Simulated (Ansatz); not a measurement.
**B2H4SSi: how energies converge with the basis set**

An exercise on one series of results from a longer session: the logs are not shown, and one member is left open.

Method: one geometry, several basis sets; program: Ansatz 0.2.0, Gaussian basis.

Levels to be run: PBE0-D4/def2-SVP; ωB97M-V/def2-SVP; PBE0-D4/def2-QZVPP; ωB97M-V/def2-QZVPP; the functionals' def2-TZVPP values are taken from earlier runs.

## Structure used throughout

An earlier PBE0-D4 in a triple-zeta def2 set relaxation fixed the geometry.

8 atoms, charge 0, spin multiplicity 1.

Atoms are counted from 1 here; the program's logs count them from 0.

Bond lengths: S1–Si2 2.212 Å, S1–B3 1.922 Å, S1–H5 1.359 Å, Si2–B4 1.874 Å, Si2–H6 1.492 Å, B3–B4 1.610 Å, B3–H7 1.193 Å, B4–H8 1.185 Å. Angles: Si2–S1–B3 62.5°, Si2–S1–H5 104.4°, B3–S1–H5 101.6°, S1–Si2–B4 90.9°, S1–Si2–H6 108.1°, B4–Si2–H6 150.5°, S1–B3–B4 111.3°, S1–B3–H7 114.8°, B4–B3–H7 133.8°, Si2–B4–B3 76.1°, Si2–B4–H8 135.2°, B3–B4–H8 141.8°.

Geometry (Å):

```xyz
8
B2H4SSi
S    -0.7495    0.6261   -1.3439
Si   -0.7273    0.4445    0.8601
B     0.5250   -0.5835   -0.5657
B    -0.0771   -1.3090    0.7391
H     0.0269    1.7114   -1.6014
H    -0.6574    1.8186    1.4368
H     1.5949   -0.5910   -1.0945
H     0.1567   -2.1741    1.5137
```

Set-up of the first run:

Input file in.yaml:

```yaml
crystal:
  periodic: [false, false, false]
  atoms:
    - {symbol: S, position_ang: [-0.749546, 0.626106, -1.343920]}
    - {symbol: Si, position_ang: [-0.727321, 0.444457, 0.860145]}
    - {symbol: B, position_ang: [0.525037, -0.583495, -0.565743]}
    - {symbol: B, position_ang: [-0.077138, -1.308994, 0.739102]}
    - {symbol: H, position_ang: [0.026943, 1.711375, -1.601376]}
    - {symbol: H, position_ang: [-0.657417, 1.818606, 1.436788]}
    - {symbol: H, position_ang: [1.594887, -0.591022, -1.094462]}
    - {symbol: H, position_ang: [0.156656, -2.174133, 1.513666]}
basis:
  gaussian: {orbitals: def2-SVP}
hamiltonian: {xc: pbe0, dispersion: d4}
output: {orbitals: {seedname: orbitals}}
```

Run with:

```sh
ansatz run in.yaml --threads 2 --pin off --events-out ev --progress --plain --max-ram 4352MiB
```

Among the steps run: PBE0-D4 in def2-SVP; ωB97M-V in def2-SVP; PBE0-D4 in def2-QZVPP; ωB97M-V in def2-QZVPP.

One table of the session follows, with a row left open; its other results are not shown here.

It belongs to the step «Functionals by basis». 

```
functional       basis  HOMO (eV)
   PBE0-D4    def2-SVP      -6.35
   PBE0-D4  def2-TZVPP      -6.37
   PBE0-D4  def2-QZVPP      -6.37
   ωB97M-V    def2-SVP          ?
   ωB97M-V  def2-TZVPP      -8.28
   ωB97M-V  def2-QZVPP      -8.28
```

Q: Estimate the row for ωB97M-V, def2-SVP from the others.

As computed: HOMO (eV): -8.23. In the column «HOMO (eV)» it lies between ωB97M-V, def2-QZVPP (-8.28) and PBE0-D4, def2-TZVPP (-6.37).
